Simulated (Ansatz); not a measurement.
# In2CuO4: the cost of one run

Method: DFT PBE+D3(BJ), scalar-relativistic, plane waves, PAW, in Ansatz 0.2.0.

### Step 1. Starting point

The structure is tetragonal, space group I4/mmm (No. 139). Conventional cell: a = 3.957 Å, b = 3.957 Å, c = 12.080 Å, α = 90.00°, β = 90.00°, γ = 90.00°. In (site symmetry 4mm) has 8 O at 2.34 to 2.66 Å as nearest neighbours. Cu (site symmetry 4/mmm) has 4 O at 1.98 Å as nearest neighbours. O (site symmetry mmm) is surrounded by 2 Cu at 1.98 Å and 4 In at 2.66 Å. Around O (site symmetry -4m2) lie 4 In at 2.34 Å.

Structure file:

```cif
data_structure
_symmetry_space_group_name_H-M 'I4/mmm'
_symmetry_Int_Tables_number 139
_cell_length_a 3.9570
_cell_length_b 3.9570
_cell_length_c 12.0800
_cell_angle_alpha 90.000
_cell_angle_beta 90.000
_cell_angle_gamma 90.000
_cell_volume 189.15
loop_
_atom_site_label
_atom_site_type_symbol
_atom_site_symmetry_multiplicity
_atom_site_Wyckoff_symbol
_atom_site_fract_x
_atom_site_fract_y
_atom_site_fract_z
_atom_site_occupancy
In1 In 4 e 0.00000 0.00000 0.35290 1
Cu1 Cu 2 a 0.00000 0.00000 0.00000 1
O1 O 4 c 0.00000 0.50000 0.00000 1
O2 O 4 d 0.00000 0.50000 0.25000 1
```

Source of the structure: the Crystallography Open Database.

(A quick probe on a coarse mesh, which set the mesh and smearing, is not shown.)

### Step 3. A loose first relaxation

Input file input.yaml:

```yaml
crystal:
  lattice:
    - [-1.9785, 1.9785, 6.04]
    - [1.9785, -1.9785, 6.04]
    - [1.9785, 1.9785, -6.04]
  atoms:
    - { symbol: In, position: [0.3529, 0.3529, 0.0] }
    - { symbol: In, position: [0.6471, 0.6471, 0.0] }
    - { symbol: Cu, position: [0.0, 0.0, 0.0], spin: 0.18 }
    - { symbol: O, position: [0.5, 0.0, 0.5], spin: 0.05 }
    - { symbol: O, position: [0.0, 0.5, 0.5], spin: 0.05 }
    - { symbol: O, position: [0.75, 0.25, 0.5] }
    - { symbol: O, position: [0.25, 0.75, 0.5] }
basis:
  ecutwfc: 420
kpoints:
  mp_grid: { grid: [8, 8, 8] }
hamiltonian:
  xc: pbe
  dispersion: d3bj
scf:
  occupations: { method: gaussian, width: 0.1 }
output:
  forces: true
  stress: true
  eigenvalues: true
  populations: true
magnetization:
  spin_polarized: true
relax:
  adjacent_minimum: "off"
  f_tol: 0.05
  max_steps: 70
  cell: { stress_tol: 0.5 }
```

Run with:

```
ansatz run input.yaml --threads 2 --pin off --max-ram 5120MiB --backend cpu --events-out ev --progress --plain --runs-dir out
```

**Question.** How long does this run take on 2 threads of Arm Neoverse V2, shared host, and how much memory does it need?

About 2.2 min, with a peak of 0.63 GiB.
